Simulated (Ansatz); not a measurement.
# KCdF3: the cost of one run

Computed with Ansatz 0.2.0 (DFT PBEsol, scalar-relativistic, plane waves, PAW, unless a step's input says otherwise).

## Step 1: Starting point

It takes space group Pm-3m (No. 221, cubic). The conventional cell has a = 4.382 Å, b = 4.382 Å, c = 4.382 Å, α = 90.00°, β = 90.00°, γ = 90.00°. Around K (site symmetry m-3m) lie 12 F at 3.10 Å. Around Cd (site symmetry m-3m) lie 6 F at 2.19 Å. Around F (site symmetry 4/mmm) lie 2 Cd at 2.19 Å and 4 K at 3.10 Å.

Coordinates:

```
K Cd F
1.0
     4.38209    0.00000    0.00000
     0.00000    4.38209    0.00000
     0.00000    0.00000    4.38209
K Cd F
1 1 3
Direct
  0.00000 0.00000 0.00000
  0.50000 0.50000 0.50000
  0.00000 0.50000 0.50000
  0.50000 0.00000 0.50000
  0.50000 0.50000 0.00000
```

The structure comes from the Materials Project (structure only).

## Step 2: A first look at the start

The input, input.yaml:

```yaml
crystal:
  lattice:
    - [4.38208902, 0.0, 0.0]
    - [0.0, 4.38208902, 0.0]
    - [0.0, 0.0, 4.38208902]
  atoms:
    - { symbol: K, position: [0.0, 0.0, 0.0] }
    - { symbol: Cd, position: [0.5, 0.5, 0.5] }
    - { symbol: F, position: [0.0, 0.5, 0.5] }
    - { symbol: F, position: [0.5, 0.0, 0.5] }
    - { symbol: F, position: [0.5, 0.5, 0.0] }
basis:
  ecutwfc: 420
kpoints:
  mp_grid: { grid: [4, 4, 4] }
hamiltonian:
  xc: pbesol
scf:
  occupations: { method: gaussian, width: 0.1 }
output:
  forces: true
  stress: true
  eigenvalues: true
```

**Question.** How long does this run take on 1 thread of an Arm CPU, shared host, and how much memory does it need?

About 1.7 s, with a peak of 0.31 GiB.
